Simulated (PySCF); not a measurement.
# BBr3: the cost of one run

Computed with PySCF 2.14.0 and routines of our own; the level stands in each step. Atoms count from 0.

## 1. The starting structure

4 atoms, charge 0, multiplicity 1; geometry from: GFN2-xTB.

## 2. Geometry optimisation at PBE0-D3(BJ)/def2-SVP

What the job is given:

```
{"job": {"xc": "PBE0", "basis": "def2-SVP", "d3": "d3bj", "grid": 1, "maxiter": 30, "shake": 0.01, "kind": "geom"}, "charge": 0, "multiplicity": 1}
Br     1.864970    -0.382930    -0.300380
B     -0.002930    -0.003380    -0.225680
Br    -0.670130     1.683320    -0.747410
Br    -1.153910    -1.322390     0.368820
```

On the command line:

```console
$ OMP_NUM_THREADS=1 python heavy_run.py task.json out
```

The driver reads the jobs from task.json and runs them one after another.

**Question.** How long does this first job take on 1 thread of Arm Neoverse V1, shared host, and how much memory does it need?

About 42 s, with a peak of 0.47 GiB.
